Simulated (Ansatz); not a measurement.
# Mer-CoF3(H2O)3 (CoF3H6O3): single points with varied inputs

How do the results and run time of mer-CoF3(H2O)3 (CoF3H6O3) respond when the settings are drawn wide?

Computed with Ansatz 0.2.0, Gaussian basis. Level: the settings change from run to run.

## (1) The molecule

An earlier r2SCAN-D4/def2-SVP relaxation fixed the geometry.

13 atoms, charge 0, spin multiplicity 1.

Atoms are counted from 1 here; the program's logs count them from 0.

Bond lengths: Co1–F2 1.802 Å, Co1–F3 1.851 Å, Co1–F4 1.782 Å, Co1–O5 1.963 Å, Co1–O8 1.921 Å, Co1–O11 1.937 Å, O5–H6 0.970 Å, O5–H7 0.984 Å, O8–H9 0.980 Å, O8–H10 0.995 Å, O11–H12 0.979 Å, O11–H13 0.993 Å. Angles: F2–Co1–F3 172.5°, F2–Co1–F4 92.6°, F2–Co1–O5 92.3°, F2–Co1–O8 81.2°, F2–Co1–O11 98.5°, F3–Co1–F4 94.5°, F3–Co1–O5 80.6°, F3–Co1–O8 101.6°, F3–Co1–O11 79.7°, F4–Co1–O5 175.1°, F4–Co1–O8 86.3°, F4–Co1–O11 86.1°, O5–Co1–O8 93.9°, O5–Co1–O11 93.8°, O8–Co1–O11 172.4°, Co1–O5–H6 110.0°, Co1–O5–H7 91.4°, H6–O5–H7 107.3° and more.

## (2) wB97M-V/def2-SVP

This run has the search for lower states set to off.

Contents of in.yaml:

```yaml
crystal:
  periodic: [false, false, false]
  atoms:
    - {symbol: Co, position_ang: [0.157337, 0.091049, 0.041206]}
    - {symbol: F, position_ang: [0.228728, 0.519683, 1.790250]}
    - {symbol: F, position_ang: [-0.143706, -0.416448, -1.713681]}
    - {symbol: F, position_ang: [1.933237, 0.056574, -0.105287]}
    - {symbol: O, position_ang: [-1.805818, 0.107324, 0.035687]}
    - {symbol: H, position_ang: [-2.145414, -0.606695, 0.597389]}
    - {symbol: H, position_ang: [-1.829144, -0.214618, -0.894155]}
    - {symbol: O, position_ang: [0.303613, 1.998918, -0.128143]}
    - {symbol: H, position_ang: [1.257771, 1.994351, -0.352239]}
    - {symbol: H, position_ang: [0.307761, 2.037042, 0.865725]}
    - {symbol: O, position_ang: [0.268081, -1.834804, 0.214353]}
    - {symbol: H, position_ang: [1.223815, -1.853894, 0.426660]}
    - {symbol: H, position_ang: [0.243738, -1.878484, -0.777764]}
basis:
  gaussian: {orbitals: def2-SVP}
hamiltonian: {xc: {name: wB97M-V}}
scf: {lower_state_search: off}
output: {forces: true}
```

On the command line:

```console
$ ansatz run in.yaml --threads 4 --pin off --events-out ev --progress --plain --max-ram 8704MiB
```

The log of the run, cut to the lines that bear on the results:

```text
Functional definition: wB97M-V
  name "wB97M-V"
  cite "Mardirossian & Head-Gordon, J. Chem. Phys. 144, 214110 (2016) doi:10.1063/1.4952647"
  cite "Becke, J. Chem. Phys. 107, 8554 (1997) doi:10.1063/1.475007"
  cite "Vydrov & Van Voorhis, J. Chem. Phys. 133, 244103 (2010) doi:10.1063/1.3521275"
  # Of w^i u^j: cxij and so on, Table III.
[...]
  gx(w, u) = 1 - cx + cx01*u + cx10*w
  gss(w, u) = css00 + css04*u^4 + css10*w + css20*w^2 + css43*w^4*u^3
  gos(w, u) = cos00 + cos10*w + (cos20 + cos21*u)*w^2 + (cos60 + cos61*u)*w^6
[...]
      + integral(e_c_pw_mod_opposite_spin*gos(b97_w_opposite, b97_u_opposite)) + vv10(b, c)
[...]
1413 factors; integrals over basis functions are off by at most 1.3e-3 eV
294 factors; integrals over basis functions are off by at most 5.7e-6 eV
[...]
mean field -51996.98064378 eV, -1910.8537938396 hartree, gradient 6.5e-6 eV, S^2 0.000000; 0 other end points of the search recorded, 0 dependent functions left out
[...]
reference -51996.98073064 eV, -1910.8537970316 hartree; 42, 42 occupied and 103, 103 virtual orbitals, 1413 factors
Total energy: -51996.98073064 eV, -1910.8537970316 hartree
Atom 0 at     0.157337     0.091049     0.041206 Å, force     0.148228     0.056021     0.053392 eV/Å
Atom 1 at     0.228728     0.519683     1.790250 Å, force    -0.037997    -0.053247    -0.123820 eV/Å
Atom 2 at    -0.143706    -0.416448    -1.713681 Å, force    -0.018201     0.041039     0.088238 eV/Å
Atom 3 at     1.933237     0.056574    -0.105287 Å, force    -0.128251    -0.004681     0.010211 eV/Å
Atom 4 at    -1.805818     0.107324     0.035687 Å, force    -0.006799    -0.168231    -0.094839 eV/Å
Atom 5 at    -2.145414    -0.606695     0.597389 Å, force     0.005550     0.075718    -0.019592 eV/Å
Atom 6 at    -1.829144    -0.214618    -0.894155 Å, force    -0.048645     0.063549     0.090469 eV/Å
Atom 7 at     0.303613     1.998918    -0.128143 Å, force     0.150185    -0.034853     0.168619 eV/Å
Atom 8 at     1.257771     1.994351    -0.352239 Å, force    -0.097979     0.033324     0.002232 eV/Å
Atom 9 at     0.307761     2.037042     0.865725 Å, force    -0.010474     0.066100    -0.163217 eV/Å
Atom 10 at     0.268081    -1.834804     0.214353 Å, force     0.135711     0.027929    -0.166697 eV/Å
Atom 11 at     1.223815    -1.853894     0.426660 Å, force    -0.090565    -0.037471    -0.005339 eV/Å
Atom 12 at     0.243738    -1.878484    -0.777764 Å, force    -0.000763    -0.065197     0.160344 eV/Å
Dipole moment:    -0.456079    -0.310401    -0.018172 e Å
Checks for a lower state left out: stability, starts, cluster_reference, orbital_swaps, neighbouring_geometries, increment
```

Wall time 8.5 s (4 threads of Intel Xeon Platinum 8488C, shared host).

Largest force 0.228 eV/Å, dipole 2.65 D.

## (3) CCSD/def2-SVP

Changes to in.yaml since step 2:

```diff
@@ -18,4 +18,4 @@
   gaussian: {orbitals: def2-SVP}
-hamiltonian: {xc: {name: wB97M-V}}
-scf: {lower_state_search: off}
-output: {forces: true}
+hamiltonian: {xc: {name: HF}}
+correlation: {method: ccsd}
+scf: {omitted_lower_state_checks: [starts]}
```

Launched as before.

The log of the run, cut to the lines that bear on the results:

```text
Functional definition: HF
  name "HF"
  cite "Fock, Z. Phys. 61, 126 (1930) doi:10.1007/BF01340294"
  parent pbe
[...]
1413 factors; integrals over basis functions are off by at most 1.3e-3 eV
[...]
mean field -51897.53028500 eV, -1907.1990605641 hartree, gradient 2.2e-6 eV, S^2 0.000000; 0 other end points of the search recorded, 0 dependent functions left out; unrestricted orbitals would lower it
11 core orbitals not correlated: weight in the atoms' cores, before any rotation towards them, 1.000 or more for the frozen orbitals, at most 0.000 for the correlated occupied ones
reference -51897.53028500 eV, -1907.1990605641 hartree; 31, 31 occupied and 103, 103 virtual orbitals, 1413 factors
second order -41.93344385 eV of doubles, -0.00000000 eV of singles
cycle   1  -41.33344001 eV  change    6.0e-1 eV  update   2.3e-1
[...]
cycle  16  -43.17736478 eV  change   -5.7e-5 eV  update   4.9e-5
Total energy: -51940.70764977 eV, -1908.7857994531 hartree
Checks for a lower state left out: starts
```

Wall time 38 s (4 threads of Intel Xeon Platinum 8488C, shared host); peak memory 1.6 GiB.

T1 0.026.

## (4) wPBEh/def2-mTZVPP

Options: charge -1, multiplicity 2, atoms shaken by 0.03 Å.

Contents of in.yaml:

```yaml
crystal:
  periodic: [false, false, false]
  atoms:
    - {symbol: Co, position_ang: [0.183639, 0.075345, 0.019519]}
    - {symbol: F, position_ang: [0.153343, 0.508288, 1.817203]}
    - {symbol: F, position_ang: [-0.076952, -0.409910, -1.710160]}
    - {symbol: F, position_ang: [1.959716, 0.113158, -0.138566]}
    - {symbol: O, position_ang: [-1.793832, 0.054457, 0.035165]}
    - {symbol: H, position_ang: [-2.137873, -0.636993, 0.592517]}
    - {symbol: H, position_ang: [-1.862548, -0.201756, -0.847011]}
    - {symbol: O, position_ang: [0.260767, 1.989265, -0.077379]}
    - {symbol: H, position_ang: [1.241587, 2.015891, -0.317385]}
    - {symbol: H, position_ang: [0.333101, 2.069665, 0.851487]}
    - {symbol: O, position_ang: [0.282262, -1.812254, 0.197772]}
    - {symbol: H, position_ang: [1.194428, -1.854555, 0.404165]}
    - {symbol: H, position_ang: [0.203850, -1.888252, -0.750746]}
basis:
  gaussian: {orbitals: def2-mTZVPP}
total_charge: -1
magnetization: {spin_polarized: true, initial_magnetization: 1}
hamiltonian: {xc: {name: wPBEh}}
scf: {omitted_lower_state_checks: [starts]}
output: {forces: true}
```

The command is unchanged.

The log of the run, cut to the lines that bear on the results:

```text
Functional definition: wPBEh
  name "wPBEh"
  cite "Heyd, Scuseria & Ernzerhof, J. Chem. Phys. 118, 8207 (2003) doi:10.1063/1.1564060"
  cite "Krukau, Vydrov, Izmaylov & Scuseria, J. Chem. Phys. 125, 224106 (2006) doi:10.1063/1.2404663"
  cite "Heyd & Scuseria, J. Chem. Phys. 120, 7274 (2004) doi:10.1063/1.1668634"
  cite "Ernzerhof & Perdew, J. Chem. Phys. 109, 3313 (1998) doi:10.1063/1.476928"
  cite "Perdew, Burke & Ernzerhof, Phys. Rev. Lett. 77, 3865 (1996) doi:10.1103/PhysRevLett.77.3865"
  parent pbe
[...]
1725 factors; their error is unknown
125 factors; integrals over basis functions are off by at most 2.9e-7 eV
[...]
mean field -52007.92009792 eV, -1911.2558113643 hartree, gradient 2.2e-7 eV, S^2 1.044070; 0 other end points of the search recorded, 0 dependent functions left out
[...]
Atom 4 at    -1.793832     0.054457     0.035165 Å, force    -1.436298     1.334717     2.455450 eV/Å
Atom 5 at    -2.137873    -0.636993     0.592517 Å, force    -0.025191    -0.368489     0.192279 eV/Å
Atom 6 at    -1.862548    -0.201756    -0.847011 Å, force    -0.086033    -0.946844    -2.707633 eV/Å
Atom 7 at     0.260767     1.989265    -0.077379 Å, force     2.041109     3.375733    -2.902899 eV/Å
Atom 8 at     1.241587     2.015891    -0.317385 Å, force    -1.635465    -0.358600     0.100781 eV/Å
Atom 9 at     0.333101     2.069665     0.851487 Å, force    -0.302431    -0.161537     2.342100 eV/Å
Atom 10 at     0.282262    -1.812254     0.197772 Å, force    -1.526162    -3.510097     1.326225 eV/Å
Atom 11 at     1.194428    -1.854555     0.404165 Å, force     1.654308     0.054701     0.197858 eV/Å
Atom 12 at     0.203850    -1.888252    -0.750746 Å, force     0.156272     0.054136    -1.142269 eV/Å
Dipole moment:    -0.601314    -0.341556    -0.097031 e Å
Checks for a lower state left out: starts
```

Run time: 43 s. Hardware: 4 threads of Intel Xeon Platinum 8488C, shared host; peak memory 1.6 GiB.

Largest force 4.898 eV/Å, ⟨S²⟩ 1.044. The spin excess of 0.29 shows a contaminated determinant.

## (5) wB97/def2-TZVP

Contents of in.yaml:

```yaml
crystal:
  periodic: [false, false, false]
  atoms:
    - {symbol: Co, position_ang: [0.157337, 0.091049, 0.041206]}
    - {symbol: F, position_ang: [0.228728, 0.519683, 1.790250]}
    - {symbol: F, position_ang: [-0.143706, -0.416448, -1.713681]}
    - {symbol: F, position_ang: [1.933237, 0.056574, -0.105287]}
    - {symbol: O, position_ang: [-1.805818, 0.107324, 0.035687]}
    - {symbol: H, position_ang: [-2.145414, -0.606695, 0.597389]}
    - {symbol: H, position_ang: [-1.829144, -0.214618, -0.894155]}
    - {symbol: O, position_ang: [0.303613, 1.998918, -0.128143]}
    - {symbol: H, position_ang: [1.257771, 1.994351, -0.352239]}
    - {symbol: H, position_ang: [0.307761, 2.037042, 0.865725]}
    - {symbol: O, position_ang: [0.268081, -1.834804, 0.214353]}
    - {symbol: H, position_ang: [1.223815, -1.853894, 0.426660]}
    - {symbol: H, position_ang: [0.243738, -1.878484, -0.777764]}
basis:
  gaussian: {orbitals: def2-TZVP}
hamiltonian: {xc: {name: wB97}}
output: {forces: true}
```

Launched as before.

The log of the run, cut to the lines that bear on the results:

```text
Functional definition: wB97
  name "wB97"
  cite "Chai & Head-Gordon, J. Chem. Phys. 128, 084106 (2008) doi:10.1063/1.2834918"
  cite "Becke, J. Chem. Phys. 107, 8554 (1997) doi:10.1063/1.475007"
[...]
  # The coefficients of nought are those of the uniform gas.
[...]
      + integral(e_c_pw_opposite_spin*poly(b97_u_opposite, 1, cos1, cos2, cos3, cos4))
1639 factors; their error is unknown
466 factors; integrals over basis functions are off by at most 9.9e-6 eV
[...]
mean field -52026.85685378 eV, -1911.9517243063 hartree, gradient 1.3e-5 eV, S^2 0.000000; 0 other end points of the search recorded, 0 dependent functions left out
[...]
reference -52026.85684437 eV, -1911.9517239603 hartree; 42, 42 occupied and 225, 225 virtual orbitals, 1639 factors
Total energy: -52026.85684437 eV, -1911.9517239603 hartree
[...]
Atom 3 at     1.933237     0.056574    -0.105287 Å, force     0.165855     0.002302    -0.015359 eV/Å
Atom 4 at    -1.805818     0.107324     0.035687 Å, force    -0.104501    -0.379970    -0.172643 eV/Å
Atom 5 at    -2.145414    -0.606695     0.597389 Å, force     0.046904     0.227719    -0.028690 eV/Å
Atom 6 at    -1.829144    -0.214618    -0.894155 Å, force    -0.173582     0.189225     0.223743 eV/Å
Atom 7 at     0.303613     1.998918    -0.128143 Å, force     0.351727    -0.127254     0.379788 eV/Å
Atom 8 at     1.257771     1.994351    -0.352239 Å, force    -0.258749     0.132286    -0.093653 eV/Å
Atom 9 at     0.307761     2.037042     0.865725 Å, force    -0.083768     0.250726    -0.358933 eV/Å
Atom 10 at     0.268081    -1.834804     0.214353 Å, force     0.379420     0.086189    -0.345215 eV/Å
Atom 11 at     1.223815    -1.853894     0.426660 Å, force    -0.258276    -0.128815     0.083549 eV/Å
Atom 12 at     0.243738    -1.878484    -0.777764 Å, force    -0.025299    -0.238655     0.353419 eV/Å
Dipole moment:    -0.475387    -0.299525    -0.016480 e Å
```

Run time: 11 s. Hardware: 4 threads of Intel Xeon Platinum 8488C, shared host; peak memory 0.7 GiB.

Largest force 0.533 eV/Å, dipole 2.70 D.

## (6) The runs in one table

| level | charge | multiplicity | geometry | functions | energy (eV) | time |
| --- | --- | --- | --- | --- | --- | --- |
| wB97M-V/def2-SVP | 0 | 1 | relaxed | 145 | -51996.981 | 8.5 s |
| CCSD/def2-SVP | 0 | 1 | relaxed | 145 | -51940.708 | 38 s |
| wPBEh/def2-mTZVPP | -1 | 2 | shaken | 207 | -52007.920 | 43 s |
| wB97/def2-TZVP | 0 | 1 | relaxed | 267 | -52026.857 | 11 s |

## (7) What came out

| quantity | value |
| --- | --- |
| runs | 4 |
| quickest | wB97M-V/def2-SVP, 8.5 s |
| slowest | wPBEh/def2-mTZVPP, 43 s |
| spread of total energies, same state and geometry | 86.1 eV |
| dipole, same state and geometry | 2.65 to 2.70 D |

wPBEh/def2-mTZVPP took 5 times as long as wB97M-V/def2-SVP. The jobs differ in tasks and options as well as level. Total energies at one charge and spin differ by 86 eV between levels, so only differences within one level mean anything. At the r2SCAN-D4/def2-SVP geometry and in the same state, runs without warnings or point charges leave forces up to 0.53 eV/Å (wB97/def2-TZVP).
